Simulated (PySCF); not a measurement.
# C₆H₉GeN: magnetic properties

Computed with PySCF 2.14.0 and routines of our own; the level stands in each step. Atoms count from 0.

### 1 The starting structure

17 atoms, charge 0, multiplicity 1; geometry from: GFN2-xTB.

### 2 Magnetic properties: GIAO BHandHLYP/pcSseg-1

Job settings and geometry (Å):

```
{"job": {"kind": "mag", "xc": "BHandHLYP", "basis": "pcSseg-1", "isotopologues": 2}, "charge": 0, "multiplicity": 1}
C      0.548571     2.684759     1.493709
C     -0.090105     1.698580     1.264435
C     -0.805089     0.480825     0.940412
C     -1.848888     0.683469    -0.184556
Ge    -0.832359    -0.613996    -1.300426
N      0.056916    -0.517755     0.298405
C      1.194846    -1.012189     0.879940
C      2.010299    -1.871560     0.281167
H      1.092213     3.555769     1.709763
H     -1.253220     0.084392     1.862780
H     -2.852594     0.389734     0.113552
H     -1.876505     1.710087    -0.543351
H     -0.033139    -0.154948    -2.505302
H     -1.392920    -1.992612    -1.596001
H      1.386467    -0.647883     1.883303
H      2.888803    -2.253717     0.764228
H      1.799704    -2.210925    -0.722505
```

Level: GIAO BHandHLYP/pcSseg-1 magnetisability, rotational g tensor and spin-rotation constants, non-relativistic, gas phase.

On the command line:

```bash
$ OMP_NUM_THREADS=1 python excited_run.py task.json out
```

This one command runs all jobs of the session in turn.

Q: Estimate the wall time and peak memory of this first job on 1 thread of Arm Neoverse V2, shared host.

About 38 s, with a peak of 1 GiB.
